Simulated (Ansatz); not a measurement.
**CH₇FOSi₂: small, medium and large basis sets**

Aim: see how fast density functionals converge with the basis set for CH₇FOSi₂.

The runs use Ansatz 0.2.0, Gaussian basis; one geometry, several basis sets.

Levels to be run: PBE0-D4/def2-SVP; ωB97M-V/def2-SVP; PBE0-D4/def2-QZVPP; ωB97M-V/def2-QZVPP; the functionals' def2-TZVPP values are taken from earlier runs.

### 1 Structure used throughout

All runs share one geometry, relaxed beforehand with PBE0-D4 in a triple-zeta def2 set.

SMILES `C[Si](O)(F)[SiH3]`, 12 atoms, charge 0, spin multiplicity 1.

Atoms are counted from 1 here; the program's logs count them from 0.

Bond lengths: C1–Si2 1.857 Å, C1–H6 1.093 Å, C1–H7 1.094 Å, C1–H8 1.093 Å, Si2–O3 1.640 Å, Si2–F4 1.608 Å, Si2–Si5 2.342 Å, O3–H9 0.959 Å, Si5–H10 1.489 Å, Si5–H11 1.488 Å, Si5–H12 1.486 Å. Angles: Si2–C1–H6 110.8°, Si2–C1–H7 110.8°, Si2–C1–H8 110.9°, H6–C1–H7 107.7°, H6–C1–H8 108.3°, H7–C1–H8 108.3°, C1–Si2–O3 112.1°, C1–Si2–F4 106.2°, C1–Si2–Si5 115.1°, O3–Si2–F4 109.1°, O3–Si2–Si5 105.8°, F4–Si2–Si5 108.5°, Si2–O3–H9 118.9°, Si2–Si5–H10 109.8°, Si2–Si5–H11 109.9°, Si2–Si5–H12 110.9°, H10–Si5–H11 108.3°, H10–Si5–H12 108.9° and more.

### 2 PBE0-D4 in def2-SVP

in.yaml reads:

```yaml
crystal:
  periodic: [false, false, false]
  atoms:
    - {symbol: C, position_ang: [-1.714329, 0.185037, -0.068165]}
    - {symbol: Si, position_ang: [0.054841, 0.411082, 0.448994]}
    - {symbol: O, position_ang: [0.351282, -0.224478, 1.931237]}
    - {symbol: F, position_ang: [0.308166, 1.998252, 0.497933]}
    - {symbol: Si, position_ang: [1.638723, -0.549590, -0.984097]}
    - {symbol: H, position_ang: [-1.890054, 0.628703, -1.051184]}
    - {symbol: H, position_ang: [-2.391478, 0.669297, 0.642027]}
    - {symbol: H, position_ang: [-1.972078, -0.875434, -0.119659]}
    - {symbol: H, position_ang: [-0.240867, -0.009543, 2.654207]}
    - {symbol: H, position_ang: [1.496548, 0.025546, -2.349730]}
    - {symbol: H, position_ang: [1.416948, -2.018597, -1.071641]}
    - {symbol: H, position_ang: [3.019398, -0.295478, -0.495924]}
basis:
  gaussian: {orbitals: def2-SVP}
hamiltonian: {xc: pbe0, dispersion: d4}
output: {orbitals: {seedname: orbitals}}
```

Command:

```bash
ansatz run in.yaml --threads 4 --pin off --events-out ev --progress --plain --max-ram 10444MiB
```

What it wrote:

```text
Functional definition: PBE0
  name "PBE0"
  cite "Adamo & Barone, J. Chem. Phys. 110, 6158 (1999) doi:10.1063/1.478522"
  cite "Perdew, Burke & Ernzerhof, Phys. Rev. Lett. 77, 3865 (1996) doi:10.1103/PhysRevLett.77.3865"
  parent pbe
  parameter a = 0.25
  parameter kappa = 0.804
  parameter beta = 0.06672455060314922
  exchange = (1 - a)*pbe_x(kappa = kappa, mu = beta*pi^2/3) + a*exact_x
  correlation = pbe_c(beta = beta)
1247 factors; their error is unknown
mean field evaluation 1: about -21643.3808 eV, gradient 6.3e1 eV
mean field evaluation 2: about -21638.9264 eV, gradient 7.9e1 eV
mean field evaluation 4: about -21650.8773 eV, gradient 2.4e0 eV
mean field evaluation 8: about -21650.8895 eV, gradient 3.7e-2 eV
mean field evaluation 16: about -21650.9918 eV, gradient 4.1e-5 eV
mean field -21650.99176375 eV, -795.6592717487 hartree, gradient 4.1e-5 eV, S^2 0.000000; 0 other end points of the search recorded, 0 dependent functions left out
reference -21650.99179206 eV, -795.6592727890 hartree; 29, 29 occupied and 84, 84 virtual orbitals, 1247 factors
Total energy: -21651.21454978 eV, -795.6674589840 hartree
```

Run time: 1.2 s. Hardware: 4 threads of Arm Neoverse V1, shared host; peak memory 0.26 GiB.

### 3 ωB97M-V in def2-SVP

Changes to in.yaml since step 2:

```diff
@@ -17,3 +17,3 @@
   gaussian: {orbitals: def2-SVP}
-hamiltonian: {xc: pbe0, dispersion: d4}
+hamiltonian: {xc: {name: wB97M-V}}
 output: {orbitals: {seedname: orbitals}}
```

Same command.

What it wrote (excerpt; [...] marks lines left out):

```text
Functional definition: wB97M-V
  name "wB97M-V"
  cite "Mardirossian & Head-Gordon, J. Chem. Phys. 144, 214110 (2016) doi:10.1063/1.4952647"
  cite "Becke, J. Chem. Phys. 107, 8554 (1997) doi:10.1063/1.475007"
  cite "Vydrov & Van Voorhis, J. Chem. Phys. 133, 244103 (2010) doi:10.1063/1.3521275"
  # Of w^i u^j: cxij and so on, Table III.
[...]
  gx(w, u) = 1 - cx + cx01*u + cx10*w
  gss(w, u) = css00 + css04*u^4 + css10*w + css20*w^2 + css43*w^4*u^3
  gos(w, u) = cos00 + cos10*w + (cos20 + cos21*u)*w^2 + (cos60 + cos61*u)*w^6
[...]
      + integral(e_c_pw_mod_opposite_spin*gos(b97_w_opposite, b97_u_opposite)) + vv10(b, c)
1247 factors; their error is unknown
358 factors; integrals over basis functions are off by at most 7.1e-6 eV
[...]
mean field -21660.32704646 eV, -796.0023370605 hartree, gradient 1.2e-5 eV, S^2 0.000000; 0 other end points of the search recorded, 0 dependent functions left out
reference -21660.32709190 eV, -796.0023387304 hartree; 29, 29 occupied and 84, 84 virtual orbitals, 1247 factors
Total energy: -21660.32709190 eV, -796.0023387304 hartree
```

It took 4.7 s on 4 threads of Arm Neoverse V1, shared host; peak memory 0.37 GiB.

### 4 PBE0-D4 in def2-QZVPP

Changes to in.yaml since step 3:

```diff
@@ -16,4 +16,4 @@
 basis:
-  gaussian: {orbitals: def2-SVP}
-hamiltonian: {xc: {name: wB97M-V}}
+  gaussian: {orbitals: "def2-QZVPP.json"}
+hamiltonian: {xc: pbe0, dispersion: d4}
 output: {orbitals: {seedname: orbitals}}
```

The command is unchanged.

What it wrote:

```text
Functional definition: PBE0
  name "PBE0"
  cite "Adamo & Barone, J. Chem. Phys. 110, 6158 (1999) doi:10.1063/1.478522"
  cite "Perdew, Burke & Ernzerhof, Phys. Rev. Lett. 77, 3865 (1996) doi:10.1103/PhysRevLett.77.3865"
  parent pbe
  parameter a = 0.25
  parameter kappa = 0.804
  parameter beta = 0.06672455060314922
  exchange = (1 - a)*pbe_x(kappa = kappa, mu = beta*pi^2/3) + a*exact_x
  correlation = pbe_c(beta = beta)
1740 factors; their error is unknown
mean field evaluation 1: about -21655.0922 eV, gradient 7.5e1 eV
mean field evaluation 2: about -21647.6051 eV, gradient 9.7e1 eV
mean field evaluation 4: about -21664.9327 eV, gradient 4.3e0 eV
mean field evaluation 8: about -21664.9673 eV, gradient 1.0e-1 eV
mean field evaluation 16: about -21664.9798 eV, gradient 7.6e-5 eV
mean field -21664.97976761 eV, -796.1733214091 hartree, gradient 7.6e-5 eV, S^2 0.000000; 0 other end points of the search recorded, 0 dependent functions left out
reference -21664.97981372 eV, -796.1733231034 hartree; 29, 29 occupied and 492, 492 virtual orbitals, 1740 factors
Total energy: -21665.20257143 eV, -796.1815092984 hartree
```

Run time: 10 s. Hardware: 4 threads of Arm Neoverse V1, shared host; peak memory 2.1 GiB.

### 5 ωB97M-V in def2-QZVPP

Changes to in.yaml since step 4:

```diff
@@ -17,3 +17,3 @@
   gaussian: {orbitals: "def2-QZVPP.json"}
-hamiltonian: {xc: pbe0, dispersion: d4}
+hamiltonian: {xc: {name: wB97M-V}}
 output: {orbitals: {seedname: orbitals}}
```

Launched as before.

What it wrote (excerpt; [...] marks lines left out):

```text
Functional definition: wB97M-V
  name "wB97M-V"
  cite "Mardirossian & Head-Gordon, J. Chem. Phys. 144, 214110 (2016) doi:10.1063/1.4952647"
  cite "Becke, J. Chem. Phys. 107, 8554 (1997) doi:10.1063/1.475007"
  cite "Vydrov & Van Voorhis, J. Chem. Phys. 133, 244103 (2010) doi:10.1063/1.3521275"
  # Of w^i u^j: cxij and so on, Table III.
[...]
  gx(w, u) = 1 - cx + cx01*u + cx10*w
  gss(w, u) = css00 + css04*u^4 + css10*w + css20*w^2 + css43*w^4*u^3
  gos(w, u) = cos00 + cos10*w + (cos20 + cos21*u)*w^2 + (cos60 + cos61*u)*w^6
[...]
      + integral(e_c_pw_mod_opposite_spin*gos(b97_w_opposite, b97_u_opposite)) + vv10(b, c)
1700 factors; their error is unknown
419 factors; integrals over basis functions are off by at most 9.1e-6 eV
[...]
mean field -21674.50368705 eV, -796.5233189927 hartree, gradient 1.7e-5 eV, S^2 0.000000; 0 other end points of the search recorded, 0 dependent functions left out
reference -21674.50376053 eV, -796.5233216931 hartree; 29, 29 occupied and 492, 492 virtual orbitals, 1700 factors
Total energy: -21674.50376053 eV, -796.5233216931 hartree
```

Run time: 22 s. Hardware: 4 threads of Arm Neoverse V1, shared host; peak memory 2.5 GiB.

### 6 Density functionals: the series

The def2-TZVPP values come from earlier runs at the same geometry.

| functional | basis | functions | energy (eV) | from the largest (eV) | HOMO (eV) | LUMO (eV) |
| --- | --- | --- | --- | --- | --- | --- |
| PBE0-D4 | def2-SVP | 113 | -21651.2145 | 13.988 | -7.97 | 0.55 |
| PBE0-D4 | def2-TZVPP | 275 | -21664.3187 | 0.884 | -8.03 | 0.19 |
| PBE0-D4 | def2-QZVPP | 521 | -21665.2026 | 0.000 | -8.04 | 0.04 |
| ωB97M-V | def2-SVP | 113 | -21660.3271 | 14.177 | -10.01 | 2.43 |
| ωB97M-V | def2-TZVPP | 275 | -21673.6712 | 0.833 | -10.10 | 1.88 |
| ωB97M-V | def2-QZVPP | 521 | -21674.5038 | 0.000 | -10.12 | 1.31 |

### 7 Summary of results

| quantity | value |
| --- | --- |
| PBE0-D4: double and triple zeta above quadruple | 13.99, 0.88 eV |
| ωB97M-V: double and triple zeta above quadruple | 14.18, 0.83 eV |

PBE0-D4 gains 13.10 eV from double to triple zeta, then 0.88 eV more. These are total energies; as a rule much of such shifts cancels in differences, which this series doesn't test. The LUMO of ωB97M-V is positive and keeps falling with the basis (2.43 to 1.31 eV): an unbound level that the basis holds in place.

For PBE0-D4 the largest set took about 8 times as long as the smallest (10 s against 1.2 s).
